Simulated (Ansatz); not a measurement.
Runs of Ansatz 0.2.0 on Ti3S2. The structure is trigonal, space group R32 (No. 155). Conventional cell: a = 5.426 Å, b = 5.426 Å, c = 9.713 Å, α = 90.00°, β = 90.00°, γ = 120.00°. Ti (site symmetry 2) is surrounded by 4 S at 2.42 to 2.44 Å. Around S (site symmetry 3) lie 6 Ti at 2.42 to 2.44 Å. The cell comes from a database or a generator and needn't be the stable form of this composition.

```csv
task,level,cell,cutoff (eV),points for each segment of the path,gap on the mesh (eV),pressure (GPa),relaxed volume (Å³/atom),largest force (eV/Å)
band structure,LDA,as given,420,14,none,(b),-,0.10
relaxation of cell and atoms,r2SCAN,relaxed,500,-,none,0.0,16.47,0.01
relaxation of cell and atoms,PBE,relaxed,420,-,none,0.0,16.56,-
band structure,PBE,as given,420,14,none,0.3,-,(a)
relaxation of cell and atoms,LDA,relaxed,420,-,none,0.0,15.55,-
band structure,r2SCAN,as given,500,14,none,(c),-,0.05
```

Alike in all rows: potentials or basis Ansatz PAW; no spin polarisation; k mesh 6 × 6 × 6; smearing fermi-dirac 0.05 eV.

Q: Estimate the missing entries.

A: (a) 0.03; (b) -7.8; (c) -0.4.

Caveats: the PAW data sets come from PBE, with cores solved anew for the run's functional, which leaves a small shift of forces and pressure (some runs); the plane-wave basis is chosen anew once the cell has moved, so the energies of steps on either side of that aren't comparable (some runs).

A gap of «none» marks a metal or a gap under the smearing width.
